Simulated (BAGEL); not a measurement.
# SiNH4Se− (SMILES N[SiH2][Se-]) at HF/cc-pVDZ (density fitting with qzvpp-jkfit)

What is the vertical singlet–triplet gap of SiNH4Se− at HF/cc-pVDZ (density fitting with qzvpp-jkfit)? 

The results are computed with BAGEL 1.2.2.

2 further runs of the same task are left out: 1 that didn't finish, 1 set aside as unsound or not needed. Runs told in other sessions of the task aren't counted.

## Step 1: The molecule

SiNH4Se− has 7 atoms, charge -1, and is taken as a singlet. SMILES: `N[SiH2][Se-]`. Geometry: a GFN2-xTB relaxation, a rough one for these elements and not checked as a minimum. This is one conformer, not always the lowest.

Bond lengths: N1–Si2 1.749 Å, Si2–Se3 2.197 Å, N1–H4 1.010 Å, N1–H5 1.010 Å, Si2–H6 1.462 Å, Si2–H7 1.462 Å. Angles: N1–Si2–Se3 116.6°, N1–Si2–H6 103.2°, N1–Si2–H7 103.2°, Se3–Si2–H6 111.3°, Se3–Si2–H7 111.3°, Si2–N1–H4 112.3°, Si2–N1–H5 112.3°, H6–Si2–H7 110.8°, H4–N1–H5 106.6°.

## Step 2: A single-point energy at HF/cc-pVDZ (density fitting with qzvpp-jkfit)

Input file hf.json:

```json
{ "bagel": [

{
  "title": "molecule",
  "basis": "cc-pvdz.json",
  "df_basis": "qzvpp-jkfit",
  "angstrom": true,
  "geometry": [
    { "atom": "N", "xyz": [      -0.999460,      -0.500240,      -0.239830 ] },
    { "atom": "Si", "xyz": [       0.556530,       0.051000,       0.338670 ] },
    { "atom": "Se", "xyz": [       1.408250,       1.813780,      -0.659410 ] },
    { "atom": "H", "xyz": [      -0.975520,      -0.759890,      -1.215950 ] },
    { "atom": "H", "xyz": [      -1.715490,       0.206430,      -0.145920 ] },
    { "atom": "H", "xyz": [       0.313090,       0.310790,       1.757030 ] },
    { "atom": "H", "xyz": [       1.412600,      -1.121870,       0.165420 ] }
  ]
},

{ "title": "hf", "charge": -1 },

{ "title": "print", "file": "orbitals.molden", "orbitals": true }

]}
```

The basis set cc-pVDZ is read from a file made from the Basis Set Exchange's data (not shown).

On the command line:

```console
$ BAGEL_NUM_THREADS=1 BAGEL hf.json > hf.out
```

Standard output:

```text
* using 1 threads per process

  ===============================================================
  ===============================================================

  *** Geometry ***

  { "atom" : "N", "xyz" : [     -1.888706,     -0.945317,     -0.453213 ] },
  { "atom" : "Si", "xyz" : [      1.051689,      0.096376,      0.639994 ] },
  { "atom" : "Se", "xyz" : [      2.661207,      3.427547,     -1.246104 ] },
  { "atom" : "H", "xyz" : [     -1.843466,     -1.435984,     -2.297812 ] },
  { "atom" : "H", "xyz" : [     -3.241806,      0.390096,     -0.275749 ] },
  { "atom" : "H", "xyz" : [      0.591654,      0.587308,      3.320305 ] },
  { "atom" : "H", "xyz" : [      2.669427,     -2.120027,      0.312598 ] },

  Number of auxiliary basis functions:      543

  Since a DF basis is specified, we compute 2- and 3-index integrals:
    o Being stored without compression. Storage requirement is 0.027 GB

  Number of basis functions:       79
  Number of electrons      :       59

    * METHOD: MOLECULE                             0.31

  *** RHF ***

  === Nuclear Repulsion ===
   231.6280829723

      * DIIS with orbital gradients will be used.

  === RHF iteration (cc-pvdz.json) ===
      0      -2745.40000344          0.01756527           0.09
      1      -2745.54257515          0.01116384           0.08
      2      -2745.60602360          0.00132092           0.08
      3      -2745.60749921          0.00025250           0.08
      4      -2745.60755945          0.00007800           0.08
      5      -2745.60756658          0.00002128           0.08
      6      -2745.60756736          0.00000584           0.08
      7      -2745.60756742          0.00000230           0.08
      8      -2745.60756743          0.00000074           0.08
      9      -2745.60756743          0.00000017           0.08
     10      -2745.60756743          0.00000006           0.08
     11      -2745.60756743          0.00000002           0.08
     12      -2745.60756743          0.00000001           0.08
    * SCF iteration converged.

    * Permanent dipole moment:
           (    0.776156,     0.417053,     0.162101) a.u.

    * METHOD: HF                                   1.33

    * METHOD: PRINT                                0.02

  ===============================================================
```

It took 1.8 s on 1 thread of Arm Neoverse V1, shared host; peak memory 0.13 GiB.

## Step 3: The triplet

Input file input.json:

```json
{ "bagel": [

{
  "title": "molecule",
  "basis": "cc-pvdz.json",
  "df_basis": "qzvpp-jkfit",
  "angstrom": true,
  "geometry": [
    { "atom": "N", "xyz": [   -0.999460,   -0.500240,   -0.239830 ] },
    { "atom": "Si", "xyz": [    0.556530,    0.051000,    0.338670 ] },
    { "atom": "Se", "xyz": [    1.408250,    1.813780,   -0.659410 ] },
    { "atom": "H", "xyz": [   -0.975520,   -0.759890,   -1.215950 ] },
    { "atom": "H", "xyz": [   -1.715490,    0.206430,   -0.145920 ] },
    { "atom": "H", "xyz": [    0.313090,    0.310790,    1.757030 ] },
    { "atom": "H", "xyz": [    1.412600,   -1.121870,    0.165420 ] }
  ]
},
{ "title": "uhf", "charge": -1, "nopen": 2 },
{ "title": "print", "file": "orbitals.molden", "orbitals": true }

]}
```

The basis set cc-pVDZ is read from a file made from the Basis Set Exchange's data (not shown).

On the command line:

```console
$ BAGEL_NUM_THREADS=1 BAGEL input.json > input.out
```

Standard output:

```text
* using 1 threads per process

  ===============================================================
  ===============================================================

  *** Geometry ***

  { "atom" : "N", "xyz" : [     -1.888706,     -0.945317,     -0.453213 ] },
  { "atom" : "Si", "xyz" : [      1.051689,      0.096376,      0.639994 ] },
  { "atom" : "Se", "xyz" : [      2.661207,      3.427547,     -1.246104 ] },
  { "atom" : "H", "xyz" : [     -1.843466,     -1.435984,     -2.297812 ] },
  { "atom" : "H", "xyz" : [     -3.241806,      0.390096,     -0.275749 ] },
  { "atom" : "H", "xyz" : [      0.591654,      0.587308,      3.320305 ] },
  { "atom" : "H", "xyz" : [      2.669427,     -2.120027,      0.312598 ] },

  Number of auxiliary basis functions:      543

  Since a DF basis is specified, we compute 2- and 3-index integrals:
    o Being stored without compression. Storage requirement is 0.027 GB

  Number of basis functions:       79
  Number of electrons      :       59

    * METHOD: MOLECULE                             0.31

  *** Open-shell HF ***

  === Nuclear Repulsion ===
   231.6280829723

      * DIIS with orbital gradients will be used.

  === UHF iteration (cc-pvdz.json) ===
      0      -2745.08493339          0.03892815           0.18
      1      -2745.27262316          0.03031345           0.18
      2      -2745.35270439          0.01824028           0.18
      3      -2745.41205264          0.00179562           0.18
      4      -2745.41380421          0.00060512           0.18
      5      -2745.41442204          0.00046304           0.18
      6      -2745.41486417          0.00037942           0.18
      7      -2745.41558122          0.00026654           0.18
      8      -2745.41594469          0.00017635           0.18
      9      -2745.41613301          0.00015659           0.18
     10      -2745.41631311          0.00012367           0.18
     11      -2745.41658568          0.00008219           0.18
     12      -2745.41667434          0.00006644           0.18
     13      -2745.41678553          0.00006175           0.18
     14      -2745.41678392          0.00003674           0.18
     15      -2745.41680855          0.00002997           0.18
     16      -2745.41681498          0.00001118           0.18
     17      -2745.41681558          0.00000559           0.18
     18      -2745.41681573          0.00000179           0.18
     19      -2745.41681575          0.00000097           0.18
     20      -2745.41681576          0.00000058           0.18
     21      -2745.41681576          0.00000044           0.18
     22      -2745.41681576          0.00000042           0.18
     23      -2745.41681576          0.00000042           0.18
     24      -2745.41681576          0.00000042           0.18
     25      -2745.41681576          0.00000042           0.18
     26      -2745.41681576          0.00000040           0.18
     27      -2745.41681576          0.00000039           0.18
     28      -2745.41681576          0.00000039           0.18
     29      -2745.41681576          0.00000039           0.18
     30      -2745.41681576          0.00000039           0.18
     31      -2745.41681576          0.00000039           0.18
     32      -2745.41681576          0.00000039           0.18
     33      -2745.41681576          0.00000037           0.18
     34      -2745.41681576          0.00000035           0.18
     35      -2745.41681576          0.00000031           0.18
     36      -2745.41681576          0.00000019           0.18
     37      -2745.41681576          0.00000010           0.18
     38      -2745.41681576          0.00000006           0.18
     39      -2745.41681576          0.00000004           0.18
     40      -2745.41681576          0.00000002           0.18
     41      -2745.41681576          0.00000002           0.18
     42      -2745.41681576          0.00000001           0.18
     43      -2745.41681576          0.00000001           0.18
     44      -2745.41681576          0.00000001           0.18
    * SCF iteration converged.

    * S^2 (UHF) is 2.0120

    * Permanent dipole moment:
           (   -0.183886,    -1.352505,     1.090809) a.u.

    * METHOD: UHF                                  8.22

    * METHOD: PRINT                                0.02

  ===============================================================
```

Run time: 8.7 s. Hardware: 1 thread of Arm Neoverse V1, shared host; peak memory 0.13 GiB.

## Step 4: Outcome

Level: HF/cc-pVDZ (density fitting with qzvpp-jkfit).

| quantity | value |
| --- | --- |
| singlet: total energy | -2745.60757 Eh |
| singlet: HOMO energy | -2.47 eV |
| singlet: LUMO energy | 9.00 eV |
| singlet: HOMO–LUMO gap (to an unbound level, set by the basis) | 11.47 eV |
| triplet: total energy | -2745.41682 Eh |
| triplet: ⟨S²⟩ | 2.012 |
| vertical energy of the triplet above the singlet | 5.191 eV |

**Reading.** At this shape the triplet lies 5.19 eV (120 kcal/mol) above the singlet. For an anion a state so high probably lies above electron detachment.
